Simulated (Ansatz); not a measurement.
# UCCSDT(Q)/STO-3G run of GeH3O (SMILES [OH][GeH2])

Aim: the electronic atomisation energy of GeH3O at UCCSDT(Q)/STO-3G, from 4 runs. 

The results are computed with Ansatz 0.2.0.

60 further runs of the same task are left out: 6 that didn't finish, 54 set aside as unsound or not needed.

## 1. Starting point

The species is GeH3O (5 atoms), meant as a doublet with charge 0. SMILES: `[OH][GeH2]`. Geometry: relaxed at PBE0-D4/def2-TZVP. This is one conformer, not always the lowest.

Bond lengths: O1–Ge2 1.786 Å, O1–H3 0.960 Å, Ge2–H4 1.546 Å, Ge2–H5 1.557 Å. Angles: O1–Ge2–H4 103.8°, O1–Ge2–H5 108.9°, Ge2–O1–H3 112.6°, H4–Ge2–H5 111.8°.

## 2. A single-point energy at UCCSDT(Q)/STO-3G

The input, run.yaml:

```yaml
basis:
  gaussian:
    orbitals: STO-3G
crystal:
  periodic: [false, false, false]
  atoms:
    - symbol: O
      position_ang: [0.355500, -1.075800, 0.460700]
    - symbol: Ge
      position_ang: [-0.520100, 0.416100, 0.017700]
    - symbol: H
      position_ang: [1.097400, -0.907600, 1.046500]
    - symbol: H
      position_ang: [-1.396800, -0.014400, -1.180300]
    - symbol: H
      position_ang: [0.513900, 1.508000, -0.385900]
scf:
  omitted_lower_state_checks: [cluster_reference, increment]
correlation:
  method: ccsdt_q
  frozen_orbitals: {Ge: 9, H: 0, O: 1}
magnetization:
  spin_polarized: true
  initial_magnetization: 1
accuracy: high
```

Run with:

```bash
$ ansatz run run.yaml --threads 1 --pin off --max-ram 2610MiB --events-out events.jsonl --progress --plain --runs-dir runs
```

Log, shortened:

```text
Warning: RAYON_NUM_THREADS=1 ignored (pool sized by the plan → 1); use --threads N
Functional definition: HF
  name "HF"
[...]
380 factors; integrals over basis functions are off by at most 4.2e-9 eV
[...]
mean field -57886.46766851 eV, -2127.2884499608 hartree, gradient 1.8e-8 eV, S^2 0.753165; 0 other end points of the search recorded, 0 dependent functions left out
10 core orbitals not correlated: weight in the atoms' cores, before any rotation towards them, 1.000 or more for the frozen orbitals, at most 0.000 for the correlated occupied ones
reference -57886.46766851 eV, -2127.2884499608 hartree; 12, 11 occupied and 4, 5 virtual orbitals, 380 factors
second order -1.88068059 eV of doubles, -0.00000000 eV of singles
cycle   1  -2.27827865 eV  change   -4.0e-1 eV  update   7.7e-2
[...]
cycle  28  -2.63810891 eV  change  -8.7e-10 eV  update  9.9e-10
perturbative correction -0.00005593 eV, -0.0000020553 hartree
Total energy: -57889.10583335 eV, -2127.3854007304 hartree
Checks for a lower state left out: cluster_reference, increment
```

Wall time 3 s (1 thread of Arm Neoverse V1, shared host); peak memory 0.19 GiB.

## 3. The Ge atom at the same level

The input, molecule.yaml:

```yaml
crystal:
  periodic: [false, false, false]
  atoms:
    - symbol: Ge
      position_ang: [0.000000, 0.000000, 0.000000]
basis:
  gaussian:
    orbitals: STO-3G
correlation:
  method: ccsdt_q
  frozen_orbitals: {Ge: 9}
magnetization:
  spin_polarized: true
  initial_magnetization: 2
accuracy: high
scf:
  omitted_lower_state_checks: [cluster_reference, increment]
```

Run the same way, it converges to -2051.64970 Eh (log not shown).

## 4. The H atom: a single-point energy at UHF/STO-3G

The input, job.yaml:

```yaml
basis:
  gaussian: {orbitals: STO-3G}
crystal:
  periodic: [false, false, false]
  atoms:
    - {symbol: H, position_ang: [0.000000, 0.000000, 0.000000]}
accuracy: high
magnetization: {spin_polarized: true, initial_magnetization: 1}
hamiltonian: {xc: hf}
```

Run with:

```bash
$ ansatz run job.yaml --threads 1 --pin off --max-ram 2610MiB --events-out events.jsonl --progress --plain --runs-dir runs
```

Log:

```text
Warning: RAYON_NUM_THREADS=1 ignored (pool sized by the plan → 1); use --threads N
Functional definition: HF
  name "HF"
  exchange = exact_x
  correlation = 0
1 factors; integrals over basis functions are off by at most 4.6e-10 eV
mean field evaluation 1: about -12.6963 eV, gradient 0.0e0 eV
mean field evaluation 2: about -12.6963 eV, gradient 0.0e0 eV
mean field -12.69633895 eV, -0.4665818504 hartree, gradient 0.0e0 eV, S^2 0.750000; 0 other end points of the search recorded, 0 dependent functions left out
reference -12.69633895 eV, -0.4665818504 hartree; 1, 0 occupied and 0, 1 virtual orbitals, 1 factors
Total energy: -12.69633895 eV, -0.4665818504 hartree
```

Wall time 0.04 s (1 thread of Arm Neoverse V1, shared host).

## 5. The O atom, same level

The input, input.yaml:

```yaml
crystal:
  periodic: [false, false, false]
  atoms:
    - symbol: O
      position_ang: [0.000000, 0.000000, 0.000000]
basis:
  gaussian: {orbitals: STO-3G}
correlation: {method: ccsdt_q, frozen_orbitals: {O: 1}}
accuracy: high
scf: {omitted_lower_state_checks: [cluster_reference, increment]}
magnetization: {spin_polarized: true, initial_magnetization: 2}
```

Run the same way, it converges to -73.80415 Eh (log not shown).

## 6. Summary of results

At UCCSDT(Q)/STO-3G, 10 core orbitals frozen:

| quantity | value |
| --- | --- |
| molecule: total energy | -2127.38540 Eh |
| molecule: correlation energy (10 core orbitals frozen) | -97.0 mEh |
| molecule: ⟨S²⟩ of the reference determinant | 0.753 |
| molecule: T1 diagnostic | 0.016 |
| Ge atom: total energy | -2051.64970 Eh |
| Ge atom: correlation energy (9 core orbitals frozen) | -13.4 mEh |
| Ge atom: ⟨S²⟩ of the reference determinant | 2.000 |
| Ge atom: T1 diagnostic | 0.000 |
| H atom: total energy | -0.46658 Eh |
| H atom: ⟨S²⟩ | 0.750 |
| O atom: total energy | -73.80415 Eh |
| O atom: correlation energy (1 core orbital frozen) | 0.0 mEh |
| O atom: ⟨S²⟩ of the reference determinant | 2.000 |
| O atom: T1 diagnostic | 0.000 |
| electronic atomisation energy | 14.471 eV |

In words: Taking the molecule apart into free atoms costs 14.47 eV (334 kcal/mol), before zero-point energy and without spin-orbit coupling. In a minimal basis such a difference can be off by several eV, whatever the method.
